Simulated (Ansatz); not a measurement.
Here is an Ansatz 0.2.0 calculation.

The input input.yaml:

```yaml
crystal:
  lattice:
    - [2.76078, 0.0, 0.0]
    - [-1.38039, 2.3909, 0.0]
    - [0.0, 0.0, 11.34051]
  atoms:
    - { symbol: Ni, position: [0.0, 0.0, 0.70917], spin: 1.0 }
    - { symbol: Mo, position: [0.66667, 0.33333, 0.29425], spin: 1.0 }
    - { symbol: Pd, position: [0.66667, 0.33333, 0.89901] }
    - { symbol: Ir, position: [0.0, 0.0, 0.10604], spin: 0.6 }
    - { symbol: W, position: [0.66667, 0.33333, 0.52921] }
hamiltonian:
  xc: lda
  pseudopotentials: { kind: paw }
magnetization:
  spin_polarized: true
kpoints:
  mp_grid: { grid: [8, 8, 2] }
scf:
  occupations: { method: fermi_dirac, width: 0.05 }
output:
  forces: true
  stress: true
  eigenvalues: true
relax:
  f_tol: 0.01
  max_steps: 40
  cell: { stress_tol: 0.05 }
```

Potentials or basis: Ansatz PAW.

Command:

```bash
$ ansatz run input.yaml --threads 8 --pin off --max-ram 20480MiB --backend cpu --events-out ev --progress --plain --runs-dir out
```

Task: Estimate the net moment.

Result: 0.00 μB per cell.

Task: What does it give for the absolute moment?

Result: 0.00 μB per cell.

Task: What does it give for the relaxed cell?

Result: a = 2.711 Å, b = 2.711 Å, c = 11.065 Å, α = 90.00°, β = 90.00°, γ = 120.00°.

Forces in eV/Å, atoms in the order of the input:
```
Ni   0.000  0.000 -0.001
Mo   0.000  0.000 -0.003
Pd   0.000  0.000  0.000
Ir   0.000  0.000  0.001
W    0.000  0.000  0.002
```

Caveat: the plane-wave basis is chosen anew once the cell has moved, so the energies of steps on either side of that aren't comparable; the PAW data sets come from PBE, with cores solved anew for the run's functional, which leaves a small shift of forces and pressure; the starting moments weren't kept. The run has no spin-orbit coupling, so splittings on Ir, W are missing.
